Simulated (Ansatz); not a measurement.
# Ta (bcc type): the cost of one run

Method: DFT PBE, with the methods named in each step, in Ansatz 0.2.0.

### Step 1. The system as given

It takes space group Im-3m (No. 229, cubic). The conventional cell has a = 3.320 Å, b = 3.320 Å, c = 3.320 Å, α = 90.00°, β = 90.00°, γ = 90.00°. Ta (site symmetry m-3m) has 8 Ta at 2.87 Å as nearest neighbours.

Structure file:

```xyz
2
Lattice="3.3196 0.0000 0.0000 0.0000 3.3196 0.0000 0.0000 0.0000 3.3196" Properties=species:S:1:pos:R:3 pbc="T T T"
Ta    0.0000    0.0000    0.0000
Ta    1.6598    1.6598    1.6598
```

Atoms are numbered in the order of the input: Ta1, Ta2.

### Step 2. Bulk in the slab's orientation, LAPW

input.yaml

```yaml
crystal:
  lattice:
    - [3.319554717, 0.0, 0.0]
    - [0.0, 3.319554717, 0.0]
    - [0.0, 0.0, 3.319554717]
  atoms:
    - { symbol: Ta, position: [0.0, 0.0, 0.0] }
    - { symbol: Ta, position: [0.5, 0.5, 0.5] }
kpoints:
  mp_grid: { grid: [12, 12, 12] }
scf:
  occupations: { method: fermi_dirac, width: 0.08 }
hamiltonian:
  xc: pbe
  pseudopotentials: { kind: all_electron, lapw: { basis_error: 0.001 } }
output:
  forces: true
  stress: true
  eigenvalues: true
```

Started as:

```bash
$ ansatz run input.yaml --threads 1 --pin off --max-ram 3584MiB --backend cpu --events-out ev --progress --plain --runs-dir out
```

What time and memory should one allow on 1 thread of Intel Xeon Platinum 8488C (Sapphire Rapids), shared host?

About 22 s, with a peak of 0.49 GiB.
